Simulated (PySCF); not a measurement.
**SnSe (SMILES [Se][Sn]): levels of theory compared**

Aim: a comparison of 3 runs (r2SCAN/ccECP-cc-pVDZ, r2SCAN/ccECP-aug-cc-pVDZ, r2SCAN/ccECP-cc-pVTZ) of SnSe. 

Program for the calculation: PySCF 2.14.0.

## Step 1: The molecule

SnSe has 2 atoms, charge 0, and is taken as a singlet. SMILES: `[Se][Sn]`. The shape comes from GFN2-xTB, which is rough for such elements, and wasn't checked as a minimum.

Bond lengths: Se1–Sn2 2.338 Å.

## Step 2: A single-point energy at r2SCAN/ccECP-cc-pVDZ (core potential) (run 1)

Input file mol.xyz:

```xyz
2

Se     0.000000     0.000000     0.000000
Sn     0.000000     0.000000     2.338340
```

Input file calc.py:

```python
from pyscf import gto, dft

mol = gto.Mole()
mol.atom = 'mol.xyz'
mol.ecp = {'Se': 'ccecp', 'Sn': 'ccecp'}
mol.basis = 'ccecp-cc-pvdz'
mol.spin = 0
mol.max_memory = 1860
mol.charge = 0
mol.verbose = 3
mol.build()

myscf = dft.RKS(mol, xc='r2scan')
myscf.grids.level = 4
myscf.conv_tol = 1e-10
myscf.kernel()
if not myscf.converged:
    myscf = myscf.newton().run(myscf.mo_coeff, myscf.mo_occ)

e_final = myscf.e_tot
print(f'total energy: {e_final:.8f} hartree')
```

On the command line:

```bash
OMP_NUM_THREADS=1 python calc.py
```

What it wrote:

```text
converged SCF energy = -12.8520710743106
total energy: -12.85207107 hartree
```

Run time: 2.3 s. Hardware: 1 thread of Arm Neoverse V1, shared host; peak memory 0.19 GiB.

## Step 3: The energy at r2SCAN/ccECP-aug-cc-pVDZ (core potential) (run 2)

Input file job.py:

```python
# SnSe
from pyscf import gto, dft

mol = gto.M(
    atom=[
    ('Se', (0.000000, 0.000000, 0.000000)),
    ('Sn', (0.000000, 0.000000, 2.338340)),
],
    spin=0,
    basis='ccecp-aug-cc-pvdz',
    verbose=3,
    max_memory=1860,
    ecp={'Se': 'ccecp', 'Sn': 'ccecp'},
)

mf = dft.RKS(mol, xc='r2scan')
mf.conv_tol = 1e-10
mf.grids.level = 4
mf.kernel()
if not mf.converged:
    mf = mf.newton().run(mf.mo_coeff, mf.mo_occ)

e_tot = mf.e_tot
print('E(%s) = %.9f' % ('R2SCAN', e_tot))
```

On the command line:

```bash
OMP_NUM_THREADS=1 python job.py
```

What it wrote:

```text
converged SCF energy = -12.8559172128406
E(R2SCAN) = -12.855917213
```

Run time: 3.6 s. Hardware: 1 thread of Arm Neoverse V1, shared host; peak memory 0.24 GiB.

## Step 4: A single-point energy at r2SCAN/ccECP-cc-pVTZ (core potential) (run 3)

Input file job.py:

```python
from pyscf import gto, dft

mol = gto.M(
    atom=[
    ('Se', (0.000000, 0.000000, 0.000000)),
    ('Sn', (0.000000, 0.000000, 2.338340)),
],
    charge=0,
    verbose=3,
    ecp={'Se': 'ccecp', 'Sn': 'ccecp'},
    basis='ccecp-cc-pvtz',
    max_memory=1860,
)

mf = dft.RKS(mol, xc='r2scan')
mf.grids.level = 4
mf.conv_tol = 1e-10
mf.kernel()
if not mf.converged:
    mf = mf.newton().run(mf.mo_coeff, mf.mo_occ)

etot = mf.e_tot
print('Final energy', etot)
```

On the command line:

```bash
OMP_NUM_THREADS=1 python job.py
```

What it wrote:

```text
converged SCF energy = -12.8584827107191
Final energy -12.858482710719052
```

It took 4.8 s on 1 thread of Arm Neoverse V1, shared host; peak memory 0.29 GiB.

## Step 5: Overview of the runs

| run | level | energy (Eh) | dipole moment (D) | HOMO energy (eV) | LUMO energy (eV) | wall time |
| --- | --- | --- | --- | --- | --- | --- |
| 1 | r2SCAN/ccECP-cc-pVDZ (core potential) | -12.852071 | 2.70 | -6.53 | -3.32 | 2.3 s |
| 2 | r2SCAN/ccECP-aug-cc-pVDZ (core potential) | -12.855917 | 2.78 | -6.45 | -3.24 | 3.6 s |
| 3 | r2SCAN/ccECP-cc-pVTZ (core potential) | -12.858483 | 2.83 | -6.42 | -3.19 | 4.8 s |

## Step 6: Results

| quantity | value |
| --- | --- |
| run 3: total energy | -12.85848 Eh |
| run 3: dipole moment | 2.83 D |
| run 3: HOMO energy | -6.42 eV |
| run 3: LUMO energy | -3.19 eV |
| run 3: HOMO–LUMO gap | 3.22 eV |

The dipole moment (its size) runs from 2.70 D (r2SCAN/ccECP-cc-pVDZ) to 2.83 D (r2SCAN/ccECP-cc-pVTZ). The HOMO–LUMO gap runs from 3.21 eV (r2SCAN/ccECP-aug-cc-pVDZ) to 3.22 eV (r2SCAN/ccECP-cc-pVTZ). All runs together took 11 s, the longest 4.8 s.
